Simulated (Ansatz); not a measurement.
Write the native input for Ansatz 0.2.0 that does the following.

- Task: relaxation of cell and atoms
- Functional: PBEsol
- Potentials or basis: Ansatz PAW
- Cutoff: 420 eV (not typed: the program's choice for these potentials)
- k mesh: 6 × 6 × 6
- Occupations: fermi-dirac, width 0.05 eV
- Spin: no spin polarisation
- Target pressure (GPa): 0

The system is In3As.

```xyz
4
Lattice="4.6717 0.0000 0.0000 0.0000 4.6717 0.0000 0.0000 0.0000 4.6717" Properties=species:S:1:pos:R:3 pbc="T T T"
In    2.3358    2.3358    0.0000
In    2.3358    0.0000    2.3358
In    0.0000    2.3358    2.3358
As    0.0000    0.0000    0.0000
```

The cell comes from a database or a generator and needn't be the stable form of this composition.

These files were run (other wordings do the same):

input.yaml

```yaml
crystal:
  lattice:
    - [4.671681, 0.0, 0.0]
    - [0.0, 4.671681, 0.0]
    - [0.0, 0.0, 4.671681]
  atoms:
    - { symbol: In, position: [0.5, 0.5, 0.0] }
    - { symbol: In, position: [0.5, 0.0, 0.5] }
    - { symbol: In, position: [0.0, 0.5, 0.5] }
    - { symbol: As, position: [0.0, 0.0, 0.0] }
hamiltonian:
  xc: pbesol
  pseudopotentials: { kind: paw }
kpoints:
  mp_grid: { grid: [6, 6, 6] }
scf:
  occupations: { method: fermi_dirac, width: 0.05 }
output:
  forces: true
  stress: true
  eigenvalues: true
relax:
  f_tol: 0.01
  max_steps: 40
  cell: { stress_tol: 0.05 }
```

Potentials or basis: Ansatz PAW.

Launch:

```sh
$ ansatz run input.yaml --threads 2 --pin off --max-ram 5632MiB --backend cpu --events-out ev --progress --plain --runs-dir out
```

Results of the run:

```
Relaxed volume                         : 24.15 Å³/atom
Relaxed cell                           : a = 4.588 Å, b = 4.588 Å, c = 4.588 Å, α = 90.00°, β = 90.00°, γ = 90.00°
Space group after relaxing (to 0.05 Å) : Pm-3m (No. 221)
Energy gained by relaxing              : 10.7 meV/atom
Ionic steps                            : 4
Pressure after relaxing                : 0.0 GPa
Band gap on the k mesh                 : none (metal or under the smearing width)
```

Caveat: the plane-wave basis is chosen anew once the cell has moved, so the energies of steps on either side of that aren't comparable; the PAW data sets come from PBE, with cores solved anew for the run's functional, which leaves a small shift of forces and pressure.

It took 5.1 s on 2 threads of Intel(R) Xeon(R) 6975P-C (Granite Rapids), with other jobs on the host, peak memory 0.43 GiB.
